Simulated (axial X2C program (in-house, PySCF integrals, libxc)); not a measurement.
# SbSH: bond lengths and stretches, held linear

Aim: the two bond lengths and stretching wavenumbers of linear SbSH, with and without spin–orbit coupling, at PBE0, HF, B3LYP, MP2.

The runs use an in-house X2C program for linear molecules on PySCF integrals; all-electron X2C, two-component (2c) or spin-free, Sb dyall-v3z, S dyall-av3z, H dyall-v3z.

All values are calculated.

2 further runs of the same task are left out: 2 set aside as unsound or not needed.

### 1 Input

task.json

```json
{"zs": [51, 16, 1], "q": 0, "bas": ["dyall-v3z", "dyall-av3z", "dyall-v3z"], "r0": [2.43, 1.34], "symm": 0, "scan": ["PBE0", "HF", "B3LYP"], "levels": ["PBE0", "HF", "B3LYP"], "nst": 2}
```

Keys: zs atomic numbers; q charge; bas basis sets; r0 starting distance in Å; symm equal bonds; scan levels of the two-bond scan (MP2 follows by itself at each HF point); levels methods; nst determinants followed.

Command:

```
$ python solin.py task.json out
```

Masses Sb 120.904, S 31.972, H 1.008 u.

### 2 Scan at PBE0, 2c

State: Ω = 1 (beyond evenly filled blocks: ω = -1/2, ω = 3/2). Energies above the lowest point, from the job's result record:

| r(Sb–S) (Å) | r(S–H) (Å) | E (meV) |
| --- | --- | --- |
| 2.3059 | 1.3055 | 42.32 |
| 2.3059 | 1.3390 | 28.20 |
| 2.3059 | 1.3725 | 44.11 |
| 2.3650 | 1.3055 | 14.37 |
| 2.3650 | 1.3390 | 0.00 |
| 2.3650 | 1.3725 | 15.67 |
| 2.3650 | 1.4060 | 56.47 |
| 2.4241 | 1.3055 | 32.22 |
| 2.4241 | 1.3390 | 17.53 |
| 2.4241 | 1.3725 | 32.90 |
| 2.4833 | 1.3390 | 70.25 |
| 2.4833 | 1.4060 | 125.44 |

A quadratic surface with cubic terms in each bond gives the minimum at 2.370 and 1.337 Å, force constants 2.06, 4.32 and coupling -0.02 mdyn/Å.

### 3 Scan at HF, 2c

State: Ω = 1 (beyond evenly filled blocks: ω = -1/2, ω = 3/2). Energies above the lowest point, from the job's result record:

| r(Sb–S) (Å) | r(S–H) (Å) | E (meV) |
| --- | --- | --- |
| 2.3059 | 1.3055 | 67.17 |
| 2.3059 | 1.3390 | 67.64 |
| 2.3059 | 1.3725 | 98.95 |
| 2.3650 | 1.3055 | 9.61 |
| 2.3650 | 1.3390 | 9.73 |
| 2.3650 | 1.3725 | 40.70 |
| 2.3650 | 1.4060 | 97.51 |
| 2.4241 | 1.3055 | 0.26 |
| 2.4241 | 1.3390 | 0.00 |
| 2.4241 | 1.3725 | 30.60 |
| 2.4833 | 1.3390 | 27.91 |
| 2.4833 | 1.4060 | 114.19 |

A quadratic surface with cubic terms in each bond gives the minimum at 2.407 and 1.322 Å, force constants 1.86, 4.76 and coupling -0.03 mdyn/Å.

### 4 Scan at B3LYP, 2c

State: Ω = 1 (beyond evenly filled blocks: ω = -1/2, ω = 3/2). Energies above the lowest point, from the job's result record:

| r(Sb–S) (Å) | r(S–H) (Å) | E (meV) |
| --- | --- | --- |
| 2.3059 | 1.3055 | 75.03 |
| 2.3059 | 1.3390 | 59.75 |
| 2.3059 | 1.3725 | 73.73 |
| 2.3650 | 1.3055 | 22.43 |
| 2.3650 | 1.3390 | 6.86 |
| 2.3650 | 1.3725 | 20.57 |
| 2.3650 | 1.4060 | 58.68 |
| 2.4241 | 1.3055 | 15.93 |
| 2.4241 | 1.3390 | 0.00 |
| 2.4241 | 1.3725 | 13.37 |
| 2.4833 | 1.3390 | 28.62 |
| 2.4833 | 1.4060 | 79.01 |

A quadratic surface with cubic terms in each bond gives the minimum at 2.404 and 1.339 Å, force constants 1.79, 4.17 and coupling -0.03 mdyn/Å.

### 5 Comparison

| level | r(Sb–S) (Å) | r(S–H) (Å) | lower stretch (cm⁻¹) | upper stretch (cm⁻¹) |
| --- | --- | --- | --- | --- |
| PBE0, 2c | 2.370 | 1.337 | 367.1 | 2740.5 |
| HF, 2c | 2.407 | 1.322 | 348.9 | 2876.8 |
| B3LYP, 2c | 2.404 | 1.339 | 342.1 | 2692.5 |
| MP2, 2c | 2.374 | 1.332 | 375.0 | 2781.7 |
| PBE0, spin-free | 2.365 | 1.336 | 371.3 | 2753.5 |
| HF, spin-free | 2.403 | 1.321 | 353.0 | 2886.2 |
| B3LYP, spin-free | 2.398 | 1.338 | 348.9 | 2710.9 |
| MP2, spin-free | 2.371 | 1.332 | 377.6 | 2787.1 |

Scans not shown above were run alike.

**Reading.** Over the levels the Sb–S bond spans 2.365 to 2.407 Å and the S–H bond 1.321 to 1.339 Å. At PBE0 going from spin-free to two-component moves the bonds by +0.004 and +0.001 Å. Each state is one determinant, the lowest of a limited PBE0 search; the stretches come from a fit to few points and are good to some per cent at best. MP2 freezes inner shells (threshold -2 hartree). The molecule was held linear; bending was not examined, so a bent shape may lie lower. Open-shell Ω = 0 determinants with evenly filled partner blocks cannot be reached by this program, so the Ω shown need not be the lowest component. Note: several unpaired electrons, one determinant need not be a pure state.
